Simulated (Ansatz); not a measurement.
# EuZnAsF: the cost of one run

Program: Ansatz 0.2.0. Level of theory: DFT PBE+U (U_eff = 6 eV on Eu 4f), scalar-relativistic, plane waves, PAW. These are calculated values, not measurements.

## Step 1: The system as given

The structure is tetragonal, space group P4/nmm (No. 129). The conventional cell has a = 4.137 Å, b = 4.137 Å, c = 9.122 Å, α = 90.00°, β = 90.00°, γ = 90.00°. Eu (site symmetry 4mm) is surrounded by 4 F at 2.52 Å. Zn (site symmetry -4m2) has 4 As at 2.60 Å and 4 Zn at 2.93 Å as nearest neighbours. Around As (site symmetry 4mm) lie 4 Zn at 2.60 Å. F (site symmetry -4m2) has 4 Eu at 2.52 Å as nearest neighbours.

Coordinates:

```cif
data_structure
_symmetry_space_group_name_H-M 'P 1'
_symmetry_Int_Tables_number 1
_cell_length_a 4.1367
_cell_length_b 4.1367
_cell_length_c 9.1218
_cell_angle_alpha 90.000
_cell_angle_beta 90.000
_cell_angle_gamma 90.000
_cell_volume 156.09
loop_
_atom_site_label
_atom_site_type_symbol
_atom_site_fract_x
_atom_site_fract_y
_atom_site_fract_z
_atom_site_occupancy
Eu1 Eu 0.00000 0.50000 0.84125 1
Eu2 Eu 0.50000 0.00000 0.15875 1
Zn1 Zn 0.50000 0.50000 0.50000 1
Zn2 Zn 0.00000 0.00000 0.50000 1
As1 As 0.00000 0.50000 0.32727 1
As2 As 0.50000 0.00000 0.67273 1
F1 F 0.50000 0.50000 0.00000 1
F2 F 0.00000 0.00000 0.00000 1
```

This cell comes from an earlier session at PBE+U (U_eff = 6 eV on Eu 4f): 19.512 Å³/atom at 0.01 GPa, on a 4×4×2 mesh.

## Step 2: Antiferromagnetic, in the cell as typed

input.yaml reads:

```yaml
crystal:
  lattice:
    - [4.1366645865, 0.0, 0.0]
    - [0.0, 4.1366645865, 0.0]
    - [0.0, 0.0, 9.12179213]
  atoms:
    - { symbol: Eu, position: [0.0, 0.5, 0.8412524233], spin: 7.0 }
    - { symbol: Eu, position: [0.5, 0.0, 0.1587475767], spin: -7.0 }
    - { symbol: Zn, position: [0.5, 0.5, 0.5] }
    - { symbol: Zn, position: [0.0, 0.0, 0.5] }
    - { symbol: As, position: [0.0, 0.5, 0.3272720009] }
    - { symbol: As, position: [0.5, 0.0, 0.6727279991] }
    - { symbol: F, position: [0.5, 0.5, 0.0] }
    - { symbol: F, position: [0.0, 0.0, 0.0] }
basis:
  ecutwfc: 300
  ecutrho_ratio: 4
kpoints:
  mp_grid: { grid: [4, 4, 2] }
hamiltonian:
  xc: pbe
  hubbard: { sites: [{ species: Eu, l: f, u_eff: 6.0 }] }
scf:
  occupations: { method: gaussian, width: 0.05 }
output:
  forces: true
  stress: true
  eigenvalues: true
  populations: true
  hubbard: { sites: [{ species: Eu, l: f }] }
magnetization:
  spin_polarized: true
```

Command:

```sh
> ansatz run input.yaml --threads 4 --pin off --max-ram 10240MiB --backend cpu --events-out ev --progress --plain --runs-dir out
```

Q: Estimate wall time and peak memory on 4 threads of Intel Xeon Platinum 8375C at 2.90GHz (Ice Lake), shared host.

About 13 s, with a peak of 0.65 GiB.
